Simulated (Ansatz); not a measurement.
# C3H12AlNO: small, medium and large basis sets

The task here is to estimate one member of a computed series from the others.

Program: Ansatz 0.2.0, Gaussian basis. Level of theory: one geometry, several basis sets. These are calculated values, not measurements.

Levels to be run: PBE0-D4/def2-SVP; ωB97M-V/def2-SVP; PBE0-D4/def2-QZVPP; ωB97M-V/def2-QZVPP; the functionals' def2-TZVPP values are taken from earlier runs.

1 further run of the same task is left out (it didn't finish).

**The geometry**

An earlier PBE0-D4 in a triple-zeta def2 set relaxation fixed the geometry.

SMILES `C[O][Al-]([CH3])([CH3])[NH3+]`, 18 atoms, charge 0, spin multiplicity 1.

Atoms are counted from 1 here; the program's logs count them from 0.

Bond lengths: C1–O2 1.389 Å, C1–H7 1.100 Å, C1–H8 1.100 Å, C1–H9 1.097 Å, O2–Al3 1.743 Å, Al3–C4 1.971 Å, Al3–C5 1.971 Å, Al3–N6 2.048 Å, C4–H10 1.096 Å, C4–H11 1.096 Å, C4–H12 1.096 Å, C5–H13 1.096 Å, C5–H14 1.096 Å, C5–H15 1.096 Å, N6–H16 1.013 Å, N6–H17 1.018 Å, N6–H18 1.014 Å. Angles: O2–C1–H7 112.3°, O2–C1–H8 112.4°, O2–C1–H9 110.2°, H7–C1–H8 107.4°, H7–C1–H9 107.1°, H8–C1–H9 107.1°, C1–O2–Al3 130.8°, O2–Al3–C4 116.5°, O2–Al3–C5 116.6°, O2–Al3–N6 89.2°, C4–Al3–C5 118.8°, C4–Al3–N6 104.5°, C5–Al3–N6 104.4°, Al3–C4–H10 112.5°, Al3–C4–H11 112.8°, Al3–C4–H12 111.2°, H10–C4–H11 107.5°, H10–C4–H12 106.1° and more.

As a file:

```mol
C3H12AlNO
  3D, bonds by distance, orders not assigned

 18 17  0  0  0  0  0  0  0  0999 V2000
   -0.5608   -2.1519   -1.2864 C   0  0
   -0.5240   -1.3408   -0.1594 O   0  0
    0.0940    0.2743    0.0609 Al  0  0
    2.0548    0.4691    0.1000 C   0  0
   -0.9907    1.7430   -0.6812 C   0  0
   -0.4516    0.1833    2.0327 N   0  0
   -1.1574   -1.7117   -2.0992 H   0  0
    0.4428   -2.3554   -1.6889 H   0  0
   -1.0131   -3.1209   -1.0421 H   0  0
    2.3725    1.4342    0.5114 H   0  0
    2.5473   -0.3161    0.6846 H   0  0
    2.4790    0.4140   -0.9089 H   0  0
   -2.0634    1.6110   -0.5003 H   0  0
   -0.7063    2.7210   -0.2756 H   0  0
   -0.8682    1.8169   -1.7676 H   0  0
   -1.1571    0.8564    2.3089 H   0  0
   -0.8549   -0.7502    2.0745 H   0  0
    0.3195    0.2352    2.6884 H   0  0
  1  2  8  0
  2  3  8  0
  3  4  8  0
  3  5  8  0
  3  6  8  0
  1  7  8  0
  1  8  8  0
  1  9  8  0
  4 10  8  0
  4 11  8  0
  4 12  8  0
  5 13  8  0
  5 14  8  0
  5 15  8  0
  6 16  8  0
  6 17  8  0
  6 18  8  0
M  END
```

Set-up of the first run:

in.yaml

```yaml
crystal:
  periodic: [false, false, false]
  atoms:
    - {symbol: C, position_ang: [-0.560782, -2.151856, -1.286360]}
    - {symbol: O, position_ang: [-0.524040, -1.340784, -0.159380]}
    - {symbol: Al, position_ang: [0.093972, 0.274294, 0.060929]}
    - {symbol: C, position_ang: [2.054810, 0.469102, 0.099975]}
    - {symbol: C, position_ang: [-0.990651, 1.743028, -0.681151]}
    - {symbol: N, position_ang: [-0.451583, 0.183270, 2.032703]}
    - {symbol: H, position_ang: [-1.157431, -1.711724, -2.099247]}
    - {symbol: H, position_ang: [0.442769, -2.355400, -1.688899]}
    - {symbol: H, position_ang: [-1.013137, -3.120908, -1.042070]}
    - {symbol: H, position_ang: [2.372542, 1.434177, 0.511402]}
    - {symbol: H, position_ang: [2.547285, -0.316130, 0.684597]}
    - {symbol: H, position_ang: [2.479037, 0.413980, -0.908893]}
    - {symbol: H, position_ang: [-2.063389, 1.611002, -0.500310]}
    - {symbol: H, position_ang: [-0.706320, 2.720964, -0.275640]}
    - {symbol: H, position_ang: [-0.868154, 1.816866, -1.767585]}
    - {symbol: H, position_ang: [-1.157104, 0.856426, 2.308895]}
    - {symbol: H, position_ang: [-0.854863, -0.750166, 2.074484]}
    - {symbol: H, position_ang: [0.319537, 0.235162, 2.688351]}
basis:
  gaussian: {orbitals: def2-SVP}
hamiltonian: {xc: pbe0, dispersion: d4}
output: {orbitals: {seedname: orbitals}}
```

Started as:

```bash
ansatz run in.yaml --threads 4 --pin off --events-out ev --progress --plain --max-ram 11315MiB
```

Among the steps run: PBE0-D4 in def2-SVP; ωB97M-V in def2-SVP; PBE0-D4 in def2-QZVPP; ωB97M-V in def2-QZVPP.

One table of the session follows, with a row left open; its other results are not shown here.

It belongs to the step «Functionals by basis». 

| functional | basis | HOMO (eV) | LUMO (eV) |
| --- | --- | --- | --- |
| PBE0-D4 | def2-SVP | -6.32 | 0.70 |
| PBE0-D4 | def2-TZVPP | -6.48 | 0.09 |
| PBE0-D4 | def2-QZVPP | -6.51 | -0.24 |
| ωB97M-V | def2-SVP | -8.62 | 2.25 |
| ωB97M-V | def2-TZVPP | ? | ? |
| ωB97M-V | def2-QZVPP | -8.80 | 0.86 |

Q: Estimate the row for ωB97M-V, def2-TZVPP from the others.

**Answer.** HOMO (eV): -8.77; LUMO (eV): 1.44. In the column «HOMO (eV)» it lies between ωB97M-V, def2-QZVPP (-8.80) and ωB97M-V, def2-SVP (-8.62).
